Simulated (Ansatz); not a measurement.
# Ga2F: the cost of one run

Method: DFT PBE, scalar-relativistic, plane waves, PAW, in Ansatz 0.2.0.

The COD entry's cell or inner coordinates are ideal or old and differ from later refinements, so a difference from it is no clean test against experiment.

3 further runs of the same task are left out: 3 set aside as unsound or not needed.

### 1 Starting point

Symmetry: P6_3mc, No. 186, hexagonal system. The conventional cell has a = 3.289 Å, b = 3.289 Å, c = 10.366 Å, α = 90.00°, β = 90.00°, γ = 120.00°. Ga (site symmetry 3m) has 3 F at 2.30 Å as nearest neighbours. F (site symmetry 3m) has 6 Ga at 2.30 Å as nearest neighbours.

As a file:

```cif
data_structure
_symmetry_space_group_name_H-M 'P 1'
_symmetry_Int_Tables_number 1
_cell_length_a 3.2888
_cell_length_b 3.2888
_cell_length_c 10.3664
_cell_angle_alpha 90.000
_cell_angle_beta 90.000
_cell_angle_gamma 120.000
_cell_volume 97.10
loop_
_atom_site_label
_atom_site_type_symbol
_atom_site_fract_x
_atom_site_fract_y
_atom_site_fract_z
_atom_site_occupancy
Ga1 Ga 0.33333 0.66667 0.00000 1
Ga2 Ga 0.66667 0.33333 0.50000 1
Ga3 Ga 0.00000 0.00000 0.25000 1
Ga4 Ga 0.00000 0.00000 0.75000 1
F1 F 0.33333 0.66667 0.37500 1
F2 F 0.66667 0.33333 0.87500 1
```

This is candidate A: anti-CdBr2 type (P6_3mc, No. 186).

(A quick probe on a coarse mesh, which set the mesh and smearing, is not shown.)

### 3 A loose first relaxation (candidate A)

The input, input.yaml:

```yaml
crystal:
  lattice:
    - [3.2887733646, 0.0, 0.0]
    - [-1.6443866823, 2.8481612811, 0.0]
    - [0.0, 0.0, 10.3664461162]
  atoms:
    - { symbol: Ga, position: [0.3333333333, 0.6666666667, 0.0] }
    - { symbol: Ga, position: [0.6666666667, 0.3333333333, 0.5] }
    - { symbol: Ga, position: [0.0, 0.0, 0.25] }
    - { symbol: Ga, position: [0.0, 0.0, 0.75] }
    - { symbol: F, position: [0.3333333333, 0.6666666667, 0.375] }
    - { symbol: F, position: [0.6666666667, 0.3333333333, 0.875] }
basis:
  ecutwfc: 420
kpoints:
  mp_grid: { grid: [6, 6, 2] }
hamiltonian:
  xc: pbe
scf:
  occupations: { method: gaussian, width: 0.1 }
  lower_state_search: "off"
output:
  forces: true
  stress: true
  eigenvalues: true
relax:
  adjacent_minimum: "off"
  f_tol: 0.04
  max_steps: 70
  cell: { stress_tol: 0.4 }
```

Launch:

```console
$ ansatz run input.yaml --threads 1 --pin off --max-ram 2560MiB --backend cpu --events-out ev --progress --plain --runs-dir out
```

Q: Estimate wall time and peak memory on 1 thread of Arm Neoverse N1, shared host.

About 4.2 min, with a peak of 0.36 GiB.
